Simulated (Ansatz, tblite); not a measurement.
# Ge23H30 ring rod (Ge₂₃H₃₀): a ladder of methods and basis sets

The task here is to estimate one member of a computed series from the others.

Program: Ansatz 0.2.0, Gaussian basis. Level of theory: as each input shows. These are calculated values, not measurements.

The runs, in order: GFN1-xTB, GFN2-xTB, PBE-D4/def2-SVP, r2SCAN-D4/def2-SVP, BHLYP-D4/def2-SVP, PBE0-D4/def2-TZVP, PBE-D4/def2-TZVP, MP2/def2-SVP, RPA/def2-SVP.

1 further run of the same task is left out (set aside as unsound or not needed).

### The geometry

The geometry is that of the singlet, from an earlier relaxation (PBE-D4/def2-SVP).

53 atoms, charge 0, spin multiplicity 1.

Bond lengths: Ge1–Ge2 2.456 Å, Ge1–Ge4 2.448 Å, Ge1–H24 1.557 Å, Ge1–H25 1.557 Å, Ge2–Ge6 2.449 Å, Ge2–H26 1.557 Å, Ge2–H27 1.557 Å, Ge3–Ge4 2.451 Å, Ge3–Ge5 2.465 Å, Ge3–Ge15 2.449 Å, Ge3–H28 1.561 Å, Ge4–Ge11 2.451 Å, Ge4–H29 1.561 Å, Ge5–Ge6 2.453 Å, Ge5–Ge16 2.452 Å, Ge5–H30 1.562 Å, Ge6–Ge8 2.464 Å, Ge6–Ge12 2.452 Å and more. Angles: Ge2–Ge1–Ge4 109.8°, Ge2–Ge1–H24 109.9°, Ge2–Ge1–H25 109.9°, Ge4–Ge1–H24 109.8°, Ge4–Ge1–H25 109.7°, H24–Ge1–H25 107.8°, Ge1–Ge2–Ge6 110.6°, Ge1–Ge2–H26 110.1°, Ge1–Ge2–H27 110.1°, Ge6–Ge2–H26 109.2°, Ge6–Ge2–H27 109.3°, H26–Ge2–H27 107.6°, Ge4–Ge3–Ge5 109.6°, Ge4–Ge3–Ge15 109.8°, Ge4–Ge3–H28 109.2°, Ge5–Ge3–Ge15 109.8°, Ge5–Ge3–H28 108.6°, Ge15–Ge3–H28 109.8° and more.

PBE0-D4/def2-SVP was run before; its log isn't repeated, and its numbers join the tables.

Set-up of the first run:

Tight binding, by tblite at 300 K electronic temperature and without a spin-polarisation term:

```python
tblite.interface.Calculator('GFN1-xTB', numbers, positions, charge=0, uhf=0).singlepoint()
```

Tight binding, by tblite at 300 K electronic temperature and without a spin-polarisation term:

```python
tblite.interface.Calculator('GFN2-xTB', numbers, positions, charge=0, uhf=0).singlepoint()
```

start.molden holds the orbitals of an earlier run on this state, given as this run's starting guess.

Contents of in.yaml:

```yaml
crystal:
  periodic: [false, false, false]
  atoms:
    - {symbol: Ge, position_ang: [-3.436014, -1.976220, -3.725829]}
    - {symbol: Ge, position_ang: [-3.423759, -1.976890, -1.269578]}
    - {symbol: Ge, position_ang: [0.568374, -1.964156, -3.737364]}
    - {symbol: Ge, position_ang: [-1.441140, -0.830786, -4.563558]}
    - {symbol: Ge, position_ang: [0.564830, -1.958365, -1.271891]}
    - {symbol: Ge, position_ang: [-1.436268, -0.826965, -0.417312]}
    - {symbol: Ge, position_ang: [0.559329, -1.984183, 2.899074]}
    - {symbol: Ge, position_ang: [-1.422477, -0.819022, 2.046890]}
    - {symbol: Ge, position_ang: [0.561721, -1.986614, 5.356046]}
    - {symbol: Ge, position_ang: [-1.399841, -0.807849, 6.210646]}
    - {symbol: Ge, position_ang: [-1.414610, 1.476642, -3.738764]}
    - {symbol: Ge, position_ang: [-1.412850, 1.471166, -1.273253]}
    - {symbol: Ge, position_ang: [-1.436463, 1.479234, 2.900976]}
    - {symbol: Ge, position_ang: [-1.425717, 1.481160, 5.357999]}
    - {symbol: Ge, position_ang: [2.567917, -0.819186, -4.566156]}
    - {symbol: Ge, position_ang: [2.556377, -0.819733, -0.407331]}
    - {symbol: Ge, position_ang: [2.550163, -0.833283, 2.056323]}
    - {symbol: Ge, position_ang: [2.572248, 1.482758, -3.732784]}
    - {symbol: Ge, position_ang: [0.578618, 2.633292, -4.566494]}
    - {symbol: Ge, position_ang: [2.558148, 1.475211, -1.268051]}
    - {symbol: Ge, position_ang: [0.570643, 2.623717, -0.408658]}
    - {symbol: Ge, position_ang: [2.519105, 1.454404, 2.925151]}
    - {symbol: Ge, position_ang: [0.554920, 2.626751, 2.054921]}
    - {symbol: H, position_ang: [-3.464991, -3.440065, -4.255856]}
    - {symbol: H, position_ang: [-4.713671, -1.255410, -4.248054]}
    - {symbol: H, position_ang: [-3.437438, -3.439808, -0.735990]}
    - {symbol: H, position_ang: [-4.699789, -1.266736, -0.728836]}
    - {symbol: H, position_ang: [0.564417, -3.444708, -4.233169]}
    - {symbol: H, position_ang: [-1.429829, -0.825062, -6.124966]}
    - {symbol: H, position_ang: [0.556283, -3.433730, -0.760506]}
    - {symbol: H, position_ang: [0.541879, -3.451868, 2.370348]}
    - {symbol: H, position_ang: [-2.698919, -1.554983, 2.566735]}
    - {symbol: H, position_ang: [0.596392, -3.448313, 5.890347]}
    - {symbol: H, position_ang: [1.843691, -1.266109, 5.866903]}
    - {symbol: H, position_ang: [-2.681518, -1.541999, 5.722067]}
    - {symbol: H, position_ang: [-1.409319, -0.814390, 7.767307]}
    - {symbol: H, position_ang: [-2.697630, 2.214911, -4.235455]}
    - {symbol: H, position_ang: [-2.693633, 2.203681, -0.762056]}
    - {symbol: H, position_ang: [-2.717836, 2.199180, 2.377897]}
    - {symbol: H, position_ang: [-2.664414, 2.252801, 5.899594]}
    - {symbol: H, position_ang: [-0.151521, 2.219863, 5.862251]}
    - {symbol: H, position_ang: [2.573413, -0.822455, -6.123880]}
    - {symbol: H, position_ang: [3.845801, -1.564067, -4.078741]}
    - {symbol: H, position_ang: [3.830285, -1.559161, -0.926252]}
    - {symbol: H, position_ang: [3.828444, -1.566972, 2.571432]}
    - {symbol: H, position_ang: [3.853405, 2.220832, -4.233507]}
    - {symbol: H, position_ang: [0.578922, 2.640010, -6.124212]}
    - {symbol: H, position_ang: [0.574580, 4.112300, -4.078717]}
    - {symbol: H, position_ang: [3.831187, 2.209899, -0.741500]}
    - {symbol: H, position_ang: [0.569496, 4.096411, -0.928323]}
    - {symbol: H, position_ang: [2.459876, 1.420094, 4.481783]}
    - {symbol: H, position_ang: [3.819527, 2.203831, 2.513182]}
    - {symbol: H, position_ang: [0.559644, 4.100925, 2.569183]}
basis:
  gaussian: {orbitals: def2-SVP, fitting: {mean_field: def2-universal-jkfit}, initial_orbitals: start.molden}
hamiltonian: {xc: pbe, dispersion: d4}
scf: {omitted_lower_state_checks: [starts]}
output: {orbitals: {seedname: orbitals}}
```

Started as:

```sh
$ ansatz run in.yaml --threads 11 --pin off --events-out ev --progress --plain --max-ram 120832MiB --backend cuda --devices 0, --max-vram 75GiB
```

Steps of the session up to this table: PBE-D4/def2-SVP; r2SCAN-D4/def2-SVP; BHLYP-D4/def2-SVP; PBE0-D4/def2-TZVP; PBE-D4/def2-TZVP; MP2/def2-SVP; RPA/def2-SVP.

One table of the session follows, with a row left open; its other results are not shown here.

It belongs to the step «Binding energy». 

| level | binding an atom (eV) |
| --- | --- |
| HF/def2-SVP | 2.046 |
| PBE-D4/def2-SVP | 2.937 |
| PBE-D4/def2-TZVP | 2.936 |
| r2SCAN-D4/def2-SVP | 2.964 |
| PBE0-D4/def2-SVP | 2.938 |
| PBE0-D4/def2-TZVP | 2.937 |
| BHLYP-D4/def2-SVP | 2.889 |
| MP2/def2-SVP | ? |

Estimate the missing values for MP2/def2-SVP.

As computed: binding an atom (eV): 2.754. In the column «binding an atom (eV)» it lies between HF/def2-SVP (2.046) and BHLYP-D4/def2-SVP (2.889).

Limits of these values: Free atoms were run apart at each level; binding is atoms less cluster, divided by the number of atoms, without zero-point or spin-orbit terms.
